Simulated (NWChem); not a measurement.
**doublet C3H8Si+ at 6 levels**

We compute a comparison of 6 runs (UHF/3-21G, UPBE/6-31G*, UPBE0/6-31G*, UB3LYP/6-31G*, UM06-2X/6-31G*) of doublet C3H8Si+. 

The results are computed with NWChem 7.3.0.

36 further runs of the same task are left out: 36 set aside as unsound or not needed.

## (1) The structure to begin with

C3H8Si+: 12 atoms, total charge +1, spin state doublet. As SMILES of the parent species, `CC(C)[SiH]`. The coordinates come from a PBE0-D4/def2-TZVP relaxation. This is one conformer, not always the lowest. That shape belongs to the parent species and isn't relaxed for this state.

Bond lengths: C1–C2 1.513 Å, C2–C3 1.532 Å, C2–Si4 1.900 Å, C1–H5 1.093 Å, C1–H6 1.093 Å, C1–H7 1.096 Å, C2–H8 1.091 Å, C3–H9 1.089 Å, C3–H10 1.146 Å, C3–H11 1.090 Å, Si4–H12 1.529 Å. Some angles: C1–C2–C3 114.4°, C1–C2–Si4 122.7°, C3–C2–Si4 84.0°, C1–C2–H8 111.2°, C3–C2–H8 110.2°, Si4–C2–H8 111.4°, C2–C1–H5 111.1°, C2–C1–H6 110.7°, C2–C1–H7 112.0°, C2–C3–H9 112.0°.

## (2) A single-point energy at UHF/3-21G (run 1)

File work.nw:

```
start work
memory total 2200 mb
charge 1
geometry noautosym nocenter noautoz
C    -0.253100    0.907000   -1.062800
C     0.097600   -0.436300   -0.460200
C     0.789900   -0.357500    0.904100
Si   -1.169000   -1.505700    0.467600
H    -0.840100    0.787500   -1.976500
H    -0.850600    1.498900   -0.364400
H     0.640200    1.486400   -1.322400
H     0.694200   -1.034400   -1.150400
H     0.750400    0.645900    1.325000
H     0.284700   -1.010900    1.698600
H     1.807500   -0.747500    0.908500
H    -1.874800   -0.288600    1.067000
end
basis spherical bse
C library 3-21G
Si library 3-21G
H library 3-21G
end
scf
doublet
uhf
thresh 1e-08
maxiter 80
end
task scf energy
```

Run with:

```sh
$ nwchem work.nw > work.out
```

Log:

```text
[...]
  functions       =    56
[...]
  wavefunction    = UHF
[...]
         Total SCF energy =   -404.665525118506
      One electron energy =   -864.697121305238
      Two electron energy =    300.040611519551
 Nuclear repulsion energy =    159.990984667181
                       Sz =      0.5000
                 Sz(Sz+1) =      0.7500
                      S^2 =      0.7570
[...]
```

It took 5.1 s on 1 thread of Intel Xeon 6975P-C (Granite Rapids), shared host; peak memory 0.098 GiB.

## (3) A single-point energy at UPBE/6-31G(d) (spherical functions) (run 2)

File c3h8si.xyz:

```xyz
12
C3H8Si energy
C     -0.253100     0.907000    -1.062800
C      0.097600    -0.436300    -0.460200
C      0.789900    -0.357500     0.904100
Si    -1.169000    -1.505700     0.467600
H     -0.840100     0.787500    -1.976500
H     -0.850600     1.498900    -0.364400
H      0.640200     1.486400    -1.322400
H      0.694200    -1.034400    -1.150400
H      0.750400     0.645900     1.325000
H      0.284700    -1.010900     1.698600
H      1.807500    -0.747500     0.908500
H     -1.874800    -0.288600     1.067000
```

File run.py:

```python
from ase.io import read
from ase.calculators.nwchem import NWChem

molecule = read('c3h8si.xyz')

calc = NWChem(
    label='c3h8si',
    theory='dft',
    memory='2200 mb',
    basis='6-31G*',
    basispar='spherical bse',
    charge=1,
    dft={'xc': 'xpbe96 cpbe96', 'mult': '2', 'grid': 'xfine', 'convergence': 'energy 1e-08', 'iterations': '100', 'mulliken': None, 'print': 'low'},
    task='energy',
)
molecule.calc = calc

print("Total energy (eV):", round(molecule.get_potential_energy(), 6))
```

Run with:

```sh
$ export ASE_NWCHEM_COMMAND="nwchem PREFIX.nwi > PREFIX.nwo"
$ python run.py
```

Log:

```text
Total energy (eV): -11099.931141
```

The calculator wrote c3h8si.nwi:

```
title "c3h8si"

permanent_dir c3h8si

scratch_dir c3h8si

start c3h8si

geometry units angstrom nocenter noautosym noautoz
  C  -2.5309999999999999e-01 9.0700000000000003e-01 -1.0628000000000000e+00
  C  9.7600000000000006e-02 -4.3630000000000002e-01 -4.6020000000000000e-01
  C  7.8990000000000005e-01 -3.5749999999999998e-01 9.0410000000000001e-01
  Si -1.1690000000000000e+00 -1.5057000000000000e+00 4.6760000000000002e-01
  H  -8.4009999999999996e-01 7.8749999999999998e-01 -1.9764999999999999e+00
  H  -8.5060000000000002e-01 1.4988999999999999e+00 -3.6440000000000000e-01
  H  6.4019999999999999e-01 1.4863999999999999e+00 -1.3224000000000000e+00
  H  6.9420000000000004e-01 -1.0344000000000000e+00 -1.1504000000000001e+00
  H  7.5039999999999996e-01 6.4590000000000003e-01 1.3250000000000000e+00
  H  2.8470000000000001e-01 -1.0108999999999999e+00 1.6986000000000001e+00
  H  1.8075000000000001e+00 -7.4750000000000005e-01 9.0849999999999997e-01
  H  -1.8748000000000000e+00 -2.8860000000000002e-01 1.0669999999999999e+00
end

charge 1

memory 2200 mb

basis spherical bse noprint
   * library 6-31G*
end

dft
  xc xpbe96 cpbe96
  mult 2
  grid xfine
  convergence energy 1e-08
  iterations 100
  mulliken
  print low
end

task dft energy
```

c3h8si.nwo, shortened:

```text
[...]
         Total DFT energy =     -407.914948957561
      One electron energy =     -868.189733971789
           Coulomb energy =      339.828115471910
    Exchange-Corr. energy =      -39.544315124864
 Nuclear repulsion energy =      159.990984667181
[... 29 lines left out ...]
     -------------------------------------------
      Total Density - Lowdin Population Analysis
[...]
      <S2> =      0.7525 (Exact =     0.7500)
[...]
```

Wall time 77 s (1 thread of Intel Xeon 6975P-C (Granite Rapids), shared host); peak memory 0.15 GiB.

Runs 3 to 5 aren't shown in full; the table further down has their settings and results.

## (4) A single-point energy at UB3LYP/6-31G(d) (Cartesian functions) (run 6)

File mymol.nw:

```
start mymol
title "C3H8Si energy"
memory stack 880 mb heap 220 mb global 1100 mb
charge 1
geometry noautosym nocenter noautoz
   C       -0.253100       0.907000      -1.062800
   C        0.097600      -0.436300      -0.460200
   C        0.789900      -0.357500       0.904100
   Si      -1.169000      -1.505700       0.467600
   H       -0.840100       0.787500      -1.976500
   H       -0.850600       1.498900      -0.364400
   H        0.640200       1.486400      -1.322400
   H        0.694200      -1.034400      -1.150400
   H        0.750400       0.645900       1.325000
   H        0.284700      -1.010900       1.698600
   H        1.807500      -0.747500       0.908500
   H       -1.874800      -0.288600       1.067000
end
basis
   * library 6-31G*
end
dft
   xc b3lyp
   mult 2
   grid xfine
   convergence energy 1e-08
   iterations 100
   mulliken
end
task dft
```

Run with:

```sh
$ nwchem mymol.nw > mymol.out
```

Log:

```text
[...]
          Wavefunction type:  spin polarized.
          No. of atoms     :    12
          No. of electrons :    39
[...]
          Charge           :     1
          Spin multiplicity:     2
[...]
          AO basis - number of functions:    80
[...]
              XC Information
              --------------
                         B3LYP Method XC Potential
                     Hartree-Fock (Exact) Exchange  0.200
                        Slater Exchange Functional  0.800 local
                    Becke 1988 Exchange Functional  0.720 non-local
              Lee-Yang-Parr Correlation Functional  0.810
                  VWN I RPA Correlation Functional  0.190 local
[...]
 d= 0,ls=0.0,diis     1   -408.1586958977 -5.68D+02  1.00D-02  2.78D-01     6.3
[...]
 d= 0,ls=0.0,diis    13   -408.2617171733 -4.68D-09  3.64D-07  8.85D-11    84.5
[...]
         Total DFT energy =     -408.261717173278
      One electron energy =     -868.077269481842
           Coulomb energy =      339.698956325428
    Exchange-Corr. energy =      -39.874388684045
 Nuclear repulsion energy =      159.990984667181
[...]
      Total Density - Mulliken Population Analysis
     ---------------------------------------------
    Atom       Charge   Shell Charges
 -----------   ------   -------------------------------------------------------
    1 C    6     6.47   1.99  0.68  2.13  0.66  0.98  0.03
    2 C    6     6.25   1.99  0.69  2.06  0.61  0.87  0.02
    3 C    6     6.56   1.99  0.68  2.12  0.72  1.02  0.03
    4 Si  14    13.35   2.00  1.99  5.96  1.32  1.46  0.35  0.22  0.04
    5 H    1     0.78   0.52  0.27
    6 H    1     0.81   0.52  0.29
    7 H    1     0.76   0.51  0.25
    8 H    1     0.76   0.52  0.24
    9 H    1     0.73   0.51  0.22
   10 H    1     0.82   0.53  0.29
[...]
      <S2> =      0.7542 (Exact =     0.7500)
[...]
```

Run time: 85 s. Hardware: 1 thread of Intel Xeon 6975P-C (Granite Rapids), shared host; peak memory 0.15 GiB.

## (5) Overview of the runs

```tsv
run	level	iteration cap	module	energy (Eh)	⟨S²⟩	wall time
1	UHF/3-21G	80	scf	-404.665525	0.757	5.1 s
2	UPBE/6-31G* (spherical functions)	100	dft	-407.914949	0.752	77 s
3	UPBE0/6-31G* (spherical functions)	100	dft	-407.965787	0.755	77 s
4	UB3LYP/6-31G* (spherical functions)	100	dft	-408.257795	0.754	76 s
5	UM06-2X/6-31G* (spherical functions)	100	dft	-408.142957	0.754	1.9 min
6	UB3LYP/6-31G* (Cartesian functions)	100	dft	-408.261717	0.754	85 s
```

## (6) Outcome

| quantity | value |
| --- | --- |
| run 6: total energy | -408.26172 Eh |
| run 6: HOMO energy (highest over α and β) | -13.13 eV |
| run 6: LUMO energy (lowest over α and β) | -10.44 eV |
| run 6: ⟨S²⟩ | 0.754 |

**Reading.** Totals of different functionals can't be ranked against each other. All runs together took 7.2 min, the longest 1.9 min.
